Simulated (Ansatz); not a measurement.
# Ag: response to strain

Ag is deformed so: equal xx and yy strain of +2 %. What stress and forces result, by LAPW, PAW and all-electron datasets made for the crystal?

Program: Ansatz 0.2.0. Level of theory: DFT PBEsol, scalar-relativistic. These are calculated values, not measurements.

### 1 The system as given

It takes space group Fm-3m (No. 225, cubic). The conventional cell has a = 4.086 Å, b = 4.086 Å, c = 4.086 Å, α = 90.00°, β = 90.00°, γ = 90.00°. Around Ag (site symmetry m-3m) lie 12 Ag at 2.89 Å.

Structure file:

```cif
data_structure
_symmetry_space_group_name_H-M 'P 1'
_symmetry_Int_Tables_number 1
_cell_length_a 2.8894
_cell_length_b 2.8894
_cell_length_c 2.8894
_cell_angle_alpha 60.000
_cell_angle_beta 60.000
_cell_angle_gamma 60.000
_cell_volume 17.06
loop_
_atom_site_label
_atom_site_type_symbol
_atom_site_fract_x
_atom_site_fract_y
_atom_site_fract_z
_atom_site_occupancy
Ag1 Ag 0.00000 0.00000 0.00000 1
```

### 2 The deformed structure

Space group Fm-3m before, I4/mmm after.

### 3 LAPW, all electrons

File input.yaml:

```yaml
crystal:
  lattice:
    - [0.0, 2.083962, 2.0431]
    - [2.083962, 0.0, 2.0431]
    - [2.083962, 2.083962, 0.0]
  atoms:
    - { symbol: Ag, position: [0.0, 0.0, 0.0] }
kpoints:
  mp_grid: { grid: [15, 15, 15] }
  band_path:
    path:
      - [0.0, 0.0, 0.0]
      - [0.0, 0.5, 0.5]
      - [0.25, 0.75, 0.5]
      - [0.0, 0.5, 0.0]
      - [0.0, 0.0, 0.0]
      - [0.5, 0.5, 0.0]
      - [0.38005, 0.61995, 0.0]
      - [-0.38005, 0.38005, 0.0]
      - [0.0, 0.0, 0.0]
    npoints: 5
scf:
  occupations: { method: fermi_dirac, width: 0.03 }
hamiltonian:
  xc: pbesol
  pseudopotentials: { kind: all_electron, lapw: { basis_error: 0.0005 } }
output:
  forces: true
  stress: true
  eigenvalues: true
```

Command:

```sh
> ansatz run input.yaml --threads 1 --pin off --max-ram 3072MiB --backend cpu --events-out ev --progress --plain --runs-dir out
```

### 4 PAW with frozen cores

File input.yaml:

```yaml
crystal:
  lattice:
    - [0.0, 2.083962, 2.0431]
    - [2.083962, 0.0, 2.0431]
    - [2.083962, 2.083962, 0.0]
  atoms:
    - { symbol: Ag, position: [0.0, 0.0, 0.0] }
kpoints:
  mp_grid: { grid: [15, 15, 15] }
scf:
  occupations: { method: fermi_dirac, width: 0.03 }
hamiltonian:
  xc: pbesol
  pseudopotentials: { kind: paw }
output:
  forces: true
  stress: true
  eigenvalues: true
  efg: { contact_densities: true }
```

### 5 All-electron PAW on datasets made for the crystal

input.yaml: that of step 4 with these lines changed.

```diff
@@ -13,3 +13,3 @@
   xc: pbesol
-  pseudopotentials: { kind: paw }
+  pseudopotentials: { kind: all_electron, datasets: crystal }
 output:
```

(Steps that only read results are left out.)

Q: Predict the outcome of this session. Wanted: pressure; largest shear or deviatoric stress.

As calculated:

| quantity | value |
| --- | --- |
| pressure | LAPW -6.39, PAW -6.37, crystal datasets -6.39 GPa |
| largest shear or deviatoric stress (LAPW) | 0.13 GPa |

The largest part of the stress beyond the pressure is 0.13 GPa in size, in the zz component. No run of the undeformed cell stands beside it, so the pressure holds what the given cell had before the change. PAW: stress within 0.02 GPa of LAPW. Crystal datasets: stress within 0.01 GPa of LAPW.
